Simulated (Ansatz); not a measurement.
**Ba2Cd: how the settings move a single-point run**

Aim: see which settings change the result for Ba2Cd, by how much, and at what cost.

Program: Ansatz 0.2.0. Level of theory: reference: DFT, LDA, all-electron PAW with datasets made for the crystal, scalar-relativistic. These are calculated values, not measurements.

## (1) Starting point

The structure is tetragonal, space group I4/mmm (No. 139). Conventional cell: a = 4.288 Å, b = 4.288 Å, c = 15.463 Å, α = 90.00°, β = 90.00°, γ = 90.00°. Ba (site symmetry 4mm) has 4 Cd at 3.64 Å and 1 Ba at 4.04 Å as nearest neighbours. Cd (site symmetry 4/mmm) is surrounded by 8 Ba at 3.64 Å.

Structure file:

```cif
data_structure
_symmetry_space_group_name_H-M 'P 1'
_symmetry_Int_Tables_number 1
_cell_length_a 8.3047
_cell_length_b 8.3047
_cell_length_c 8.3047
_cell_angle_alpha 150.076
_cell_angle_beta 150.076
_cell_angle_gamma 42.830
_cell_volume 142.17
loop_
_atom_site_label
_atom_site_type_symbol
_atom_site_fract_x
_atom_site_fract_y
_atom_site_fract_z
_atom_site_occupancy
Ba1 Ba 0.63051 0.63051 0.00000 1
Ba2 Ba 0.36949 0.36949 0.00000 1
Cd1 Cd 0.00000 0.00000 0.00000 1
```

## (2) Baseline

The input, input.yaml:

```yaml
crystal:
  lattice:
    - [-2.1440953799, 2.1440953799, 7.731386659]
    - [2.1440953799, -2.1440953799, 7.731386659]
    - [2.1440953799, 2.1440953799, -7.731386659]
  atoms:
    - { symbol: Ba, position: [0.63051271, 0.63051271, 0.0] }
    - { symbol: Ba, position: [0.36948729, 0.36948729, 0.0] }
    - { symbol: Cd, position: [0.0, 0.0, 0.0] }
kpoints:
  mp_grid: { grid: [12, 12, 12] }
  band_path:
    path:
      - [0.0, 0.0, 0.0]
      - [0.0, 0.0, 0.5]
      - [0.25, 0.25, 0.25]
      - [0.0, 0.5, 0.0]
      - [0.0, 0.0, 0.0]
      - [0.5, 0.5, -0.5]
      - [0.269227084, 0.730772916, -0.269227084]
      - [-0.269227084, 0.269227084, 0.269227084]
      - [0.0, 0.0, 0.0]
    npoints: 8
scf:
  occupations: { method: fermi_dirac, width: 0.03 }
hamiltonian:
  xc: lda
  pseudopotentials: { kind: all_electron, datasets: crystal }
output:
  forces: true
  stress: true
  eigenvalues: true
  efg: { contact_densities: true }
```

On the command line:

```sh
$ ansatz run input.yaml --threads 1 --pin off --max-ram 4096MiB --backend cpu --events-out ev --progress --plain --runs-dir out
```

## (3) Changed: mixing.algorithm broyden, mixing.beta 0.05, accuracy medium

Edit input.yaml of step 2 so:

```diff
@@ -25,2 +25,3 @@
   occupations: { method: fermi_dirac, width: 0.03 }
+  mixing: { algorithm: broyden, beta: 0.05 }
 hamiltonian:
@@ -33 +34,2 @@
   efg: { contact_densities: true }
+accuracy: medium
```

What does the calculation give? Wanted: for each run, ending; energy change; pressure; gap; force.

**Answer**, as computed:

| run | ending | energy change | pressure (GPa) | gap (eV) | force (eV/Å) | cycles | time |
| --- | --- | --- | --- | --- | --- | --- | --- |
| reference | converged | 0 | -2.1 | 0.00 | 0.15 | 10 | 88 s |
| 1: mixing.algorithm broyden, mixing.beta 0.05, accuracy medium | converged | 0.0 meV/atom | -2.1 | 0.00 | 0.15 | 20 | 1.9 min |

Residual by cycle in the longest SCF loop of each run; runs are numbered as in the table. The quantity is the density residual dr2, in eV.

| cycle | reference | run 1 |
| --- | --- | --- |
| 1 | 1.15 | 1.15 |
| 3 | 0.0153 | 0.0906 |
| 4 | 0.00476 | 0.0786 |
| 6 | 3.3e-5 | 0.00816 |
| 8 | 8.7e-7 | 0.00463 |
| 10 | 1.5e-8 | 0.00138 |
| 11 | - | 8.0e-5 |
| 13 | - | 3.6e-5 |
| 15 | - | 2.1e-6 |
| 17 | - | 3.5e-7 |
| 18 | - | 3.1e-7 |
| 20 | - | 3.1e-8 |

What this shows: With the changed mixing the energy agrees within 0.5 meV/atom. Cost: 20 SCF cycles against 10.
